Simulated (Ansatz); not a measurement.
C₂H₅BrSi, SMILES BrC1C[SiH2]1, a rigid scan of one bond length

With the Python package of Ansatz (0.2.0).

Notebook, run cell by cell (the value of a cell's last expression is shown):

```python
import ansatz as az
import numpy as np
```

```python
geometry_ang = [
    ("Br", [-2.299, 0.3395, 0.8655]),
    ("C", [-0.8313, 0.3907, -0.3003]),
    ("C", [0.4712, 0.7013, 0.2776]),
    ("Si", [0.3274, -1.0816, -0.2499]),
    ("H", [-1.0285, 0.762, -1.3123]),
    ("H", [1.2266, 1.2514, -0.309]),
    ("H", [0.6323, 0.8188, 1.3654]),
    ("H", [1.2274, -1.3253, -1.3764]),
    ("H", [0.3624, -1.9031, 1.0223]),
]
molecule = az.Crystal.molecule()
for symbol, xyz in geometry_ang:
    molecule = molecule.atom(symbol, xyz)
```

```python
symbols = [site.symbol for site in molecule.cartesian_sites]
start = np.array([site.position_ang for site in molecule.cartesian_sites])
axis = (start[8] - start[3]) / np.linalg.norm(start[8] - start[3])
moving = [8]
lengths, energies = [1.333, 1.394, 1.454, 1.515, 1.575, 1.636, 1.697, 1.787], []
for length in lengths:
    xyz = start.copy()
    xyz[moving] += (length - np.linalg.norm(start[8] - start[3])) * axis
    point = az.Crystal.molecule()
    for symbol, place in zip(symbols, xyz):
        point = point.atom(symbol, place.tolist())
    model = point.calculation()
    model = model.basis(gaussian="def2-SVP")
    model = model.functional("pbe")
    data = model.run(threads=1).report
    energies.append(data["free_energy_ev"])
    print(f"r = {length:6.3f} A  E = {energies[-1]:.5f} eV  <S^2> = {abs(data['mean_field']['state']['spin_squared']):.3f}")
```

    r =  1.333 A  E = -80047.38503 eV  <S^2> = 0.000
    r =  1.394 A  E = -80047.57014 eV  <S^2> = 0.000
    r =  1.454 A  E = -80047.65382 eV  <S^2> = 0.000
    r =  1.515 A  E = -80047.66151 eV  <S^2> = 0.000
    r =  1.575 A  E = -80047.61066 eV  <S^2> = 0.000
    r =  1.636 A  E = -80047.51403 eV  <S^2> = 0.000
    r =  1.697 A  E = -80047.38361 eV  <S^2> = 0.000
    r =  1.787 A  E = -80047.14830 eV  <S^2> = 0.000

```python
# quartic fit about the minimum
fit = np.polynomial.Polynomial.fit(lengths, np.array(energies) - min(energies), 4).convert()
roots = [r.real for r in fit.deriv().roots() if abs(r.imag) < 1e-9 and fit.deriv(2)(r.real) > 0]
r_e = min(roots, key=lambda r: abs(r - lengths[int(np.argmin(energies))]))
print(f"minimum of the fit at {r_e:.4f} A, force constant {fit.deriv(2)(r_e):.2f} eV/A^2")
```

    minimum of the fit at 1.4907 A, force constant 17.94 eV/A^2

Notes:
- Total energies depend on the basis set; only differences at equal settings carry meaning.
- The rest of the molecule is held rigid at a force-field or estimated start geometry, and the basis set is modest; single-reference methods fail as a bond breaks.
- The orbitals are restricted, so S² is zero by construction.
- It ran for 37 s on 1 thread of Arm Neoverse N1, with other jobs on the host, peak memory 0.21 GiB.
